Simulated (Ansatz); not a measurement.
Crystal: Ti4Ru.

```
Ru Ti
1.0
     0.00000    2.37271   11.05393
     1.55677    0.00000   11.05393
     1.55677    2.37271    0.00000
Ru Ti
1 4
Direct
  0.00000 0.00000 0.00000
  0.59038 0.59038 0.40962
  0.19693 0.19693 0.80307
  0.80307 0.80307 0.19693
  0.40962 0.40962 0.59038
```

The cell comes from a database or a generator and needn't be the stable form of this composition.

```yaml
Program: Ansatz 0.2.0
Task: relaxation of cell and atoms
Functional: PBEsol
Potentials_or_basis: Ansatz PAW
Cutoff: "420 eV (not typed: the program's choice for these potentials)"
k_mesh: 10 × 10 × 10
Occupations: fermi-dirac, width 0.05 eV
Spin: no spin polarisation
```

At the start: volume 16.33 Å³/atom.

Task: Where does the relaxation end?

Result: It ends after 5 steps and the volume is 15.75 Å³/atom (-3.6 %); space group Fmmm (No. 69, to 0.05 Å).

Step by step:
| step | energy change (eV) | largest force (eV/Å) | volume (Å³) |
| --- | --- | --- | --- |
| 1 | 0.0000 | 0.2589 | 81.66 |
| 2 | -0.0518 | 0.0443 | 78.87 |
| 3 | -0.0522 | 0.0079 | 78.71 |
| 4 | -0.0522 | 0.0003 | 78.74 |
| 5 | -0.0518 | 0.0003 | 78.74 |

Final structure:
```
CELL_PARAMETERS angstrom
0.00000 2.34149 10.98880
1.53004 0.00000 10.98880
1.53004 2.34149 0.00000
ATOMIC_POSITIONS crystal
Ru 0.00000 0.00000 0.00000
Ti 0.59011 0.59011 0.40989
Ti 0.19676 0.19676 0.80324
Ti 0.80324 0.80324 0.19676
Ti 0.40989 0.40989 0.59011
```

Caveat: the plane-wave basis is chosen anew once the cell has moved, so the energies of steps on either side of that aren't comparable; the PAW data sets come from PBE, with cores solved anew for the run's functional, which leaves a small shift of forces and pressure.
